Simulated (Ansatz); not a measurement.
Consider a ladder of basis sets of ClGeHO, SMILES [OH][Ge][Cl] (Ansatz's Python interface).

Script `clgeho.py`:
```python
"""How the energy of ClGeHO converges with the basis."""

from dataclasses import dataclass
import warnings

import ansatz as az


@dataclass
class RunConfig:
    xc: str = "pbe0"
    vdw: str = "d4"


cfg = RunConfig()


def main() -> None:
    warnings.simplefilter("ignore", az.DeckWarning)

    geometry = (
        az.Crystal.molecule()
        .atom("O", [-0.8652, 0.3087, -0.7016])
        .atom("Ge", [-0.429, -0.414, 0.8274])
        .atom("Cl", [1.5884, -1.101, 0.6618])
        .atom("H", [-0.2386, 1.1461, -0.8078])
    )

    model = (
        geometry.calculation()
        .functional(cfg.xc, dispersion=cfg.vdw)
    )

    energies = {}
    for basis in ["cc-pVDZ", "cc-pVTZ"]:
        data = model.basis(gaussian=basis).run().report
        size = data["n_frozen"] + data["n_occupied"][0] + data["n_virtual"][0]
        energies[basis] = (data["reference_energy_ev"] / 27.211386246, data["free_energy_ev"] / 27.211386246)
        print(f"{basis:14s} {size:4d} orbitals  reference {energies[basis][0]:14.6f} Ha  total {energies[basis][1]:14.6f} Ha")

    last = energies["cc-pVTZ"][1]
    for basis, (_, total) in energies.items():
        print(f"{basis:14s} lies {27.211386 * (total - last):9.4f} eV above cc-pVTZ")


if __name__ == "__main__":
    main()
```

How far does the total energy move along this ladder of basis sets?

Against cc-pVDZ: cc-pVTZ -119.3 mHa. The last step alone is -119.31 mHa. From the first set to the last the time grows from 1.9 to 2.8 s.

What the script printed:

`python clgeho.py` gives:
```text
cc-pVDZ          64 orbitals  reference   -2612.559795 Ha  total   -2612.562397 Ha
cc-pVTZ         121 orbitals  reference   -2612.679100 Ha  total   -2612.681702 Ha
cc-pVDZ        lies    3.2465 eV above cc-pVTZ
cc-pVTZ        lies    0.0000 eV above cc-pVTZ
```

Notes:
- The drop along the ladder measures the basis error, and is no property of the molecule.
- The geometry is a force-field or estimated start, not a minimum of this method, and the last set is no limit. Much of the fall in a total is atomic energy, which cancels in bond and reaction energies.
- Total less reference energy is the dispersion correction.
- For Al to Cl the sets with a tight d function, cc-pV(X+d)Z, are usual.
- Run time: 5.1 s on 1 thread of Arm Neoverse V1, with other jobs on the host, peak memory 0.3 GiB.

(Lines on the test bed's own set-up are left out of the output.)
